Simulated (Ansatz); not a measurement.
# C₆H₁₄O₂Zn: a ladder of functionals and wavefunction methods

An exercise on one series of results from a longer session: the logs are not shown, and one member is left open.

Computed with Ansatz 0.2.0, Gaussian basis. Level: functionals in def2-TZVPP, the program's frozen cores in correlated methods.

Plan: LDA (SPW92), PBE-D4, revPBE-D4, BLYP-D4, r2SCAN-D4, B97M-V, PBE0-D4, B3LYP-D4, r2SCANh-D4, r2SCAN0-D4, HSE06-D4, BHLYP-D4, CAM-B3LYP-D4, LC-ωPBE, ωB97X-V, ωB97M-V, B2PLYP, PBE-QIDH; CCSD(T)/def2-SVP; CCSD(T)/def2-TZVPP; MP2/def2-QZVPP; extrapolation to the limit; RPA on PBE.

### Structure used throughout

The geometry comes from an earlier relaxation with PBE0-D4 in a triple-zeta def2 set; it is a stationary point, not always the lowest conformer.

23 atoms, charge 0, spin multiplicity 1.

Atoms are counted from 1 here; the program's logs count them from 0.

Bond lengths: C1–C2 1.518 Å, C1–H10 1.092 Å, C1–H11 1.098 Å, C1–H12 1.093 Å, C2–C3 1.518 Å, C2–O4 1.404 Å, C2–H13 1.100 Å, C3–H14 1.092 Å, C3–H15 1.093 Å, C3–H16 1.098 Å, O4–Zn5 1.772 Å, Zn5–O6 1.772 Å, O6–C7 1.404 Å, C7–C8 1.518 Å, C7–C9 1.518 Å, C7–H17 1.100 Å, C8–H18 1.092 Å, C8–H19 1.093 Å and more. Angles: C2–C1–H10 110.4°, C2–C1–H11 110.2°, C2–C1–H12 111.7°, H10–C1–H11 108.3°, H10–C1–H12 108.5°, H11–C1–H12 107.5°, C1–C2–C3 111.6°, C1–C2–O4 111.4°, C1–C2–H13 108.1°, C3–C2–O4 111.5°, C3–C2–H13 108.1°, O4–C2–H13 105.9°, C2–C3–H14 110.4°, C2–C3–H15 111.7°, C2–C3–H16 110.2°, H14–C3–H15 108.5°, H14–C3–H16 108.3°, H15–C3–H16 107.6° and more.

Set-up of the first run:

The input, in.yaml:

```yaml
crystal:
  periodic: [false, false, false]
  atoms:
    - {symbol: C, position_ang: [1.472427, -1.095214, -1.900790]}
    - {symbol: C, position_ang: [0.498487, -2.194510, -1.515289]}
    - {symbol: C, position_ang: [-0.756228, -2.152492, -2.368827]}
    - {symbol: O, position_ang: [0.190329, -2.150474, -0.145841]}
    - {symbol: Zn, position_ang: [-0.608906, -0.757985, 0.603019]}
    - {symbol: O, position_ang: [-1.517216, 0.499728, 1.458419]}
    - {symbol: C, position_ang: [-0.913556, 1.679102, 1.924393]}
    - {symbol: C, position_ang: [0.134858, 1.385868, 2.982386]}
    - {symbol: C, position_ang: [-0.339310, 2.497927, 0.781856]}
    - {symbol: H, position_ang: [2.357035, -1.129758, -1.262004]}
    - {symbol: H, position_ang: [0.999513, -0.111317, -1.783104]}
    - {symbol: H, position_ang: [1.792093, -1.184791, -2.942445]}
    - {symbol: H, position_ang: [0.993082, -3.162820, -1.681601]}
    - {symbol: H, position_ang: [-1.449235, -2.939342, -2.065360]}
    - {symbol: H, position_ang: [-0.527376, -2.280884, -3.430176]}
    - {symbol: H, position_ang: [-1.261925, -1.184961, -2.253093]}
    - {symbol: H, position_ang: [-1.718364, 2.264256, 2.393140]}
    - {symbol: H, position_ang: [-0.293307, 0.782843, 3.785191]}
    - {symbol: H, position_ang: [0.539850, 2.304436, 3.415472]}
    - {symbol: H, position_ang: [0.972472, 0.828876, 2.542701]}
    - {symbol: H, position_ang: [0.494650, 1.960249, 0.311825]}
    - {symbol: H, position_ang: [-1.102636, 2.679187, 0.022754]}
    - {symbol: H, position_ang: [0.043243, 3.462057, 1.127365]}
basis:
  gaussian: {orbitals: def2-TZVPP}
hamiltonian: {xc: lda}
output: {orbitals: {seedname: orbitals}}
```

Steps of the session up to this table: LDA; PBE-D4 (GGA); revPBE-D4 (GGA); BLYP-D4 (GGA); r2SCAN-D4 (meta-GGA); B97M-V (meta-GGA); PBE0-D4 (hybrid); B3LYP-D4 (hybrid); r2SCANh-D4 (hybrid); r2SCAN0-D4 (hybrid); HSE06-D4 (hybrid); BHLYP-D4 (hybrid); CAM-B3LYP-D4 (range-separated); LC-ωPBE (range-separated); ωB97X-V (range-separated); ωB97M-V (range-separated); B2PLYP (double hybrid); PBE-QIDH (double hybrid).

One table of the session follows, with a row left open; its other results are not shown here.

It belongs to the step «Frontier levels by functional». 

```
  functional  HOMO (eV)  gap (eV)
 LDA (SPW92)      -6.09      4.36
      PBE-D4      -5.88      4.43
   revPBE-D4          ?         ?
     BLYP-D4      -5.78      4.39
   r2SCAN-D4      -6.15      4.97
      B97M-V      -6.30      4.85
     PBE0-D4      -7.37      6.84
    B3LYP-D4      -7.15      6.31
  r2SCANh-D4      -6.72      5.87
  r2SCAN0-D4      -7.58      7.20
    HSE06-D4      -6.97      6.06
    BHLYP-D4      -8.84      9.09
CAM-B3LYP-D4      -8.83      9.21
     LC-ωPBE     -10.13     11.80
     ωB97X-V      -9.82     11.23
     ωB97M-V      -9.79     10.89
```

Q: Estimate the row for revPBE-D4 from the others.

**Answer.** HOMO (eV): -5.79; gap (eV): 4.48. In the column «HOMO (eV)» it lies between PBE-D4 (-5.88) and BLYP-D4 (-5.78).
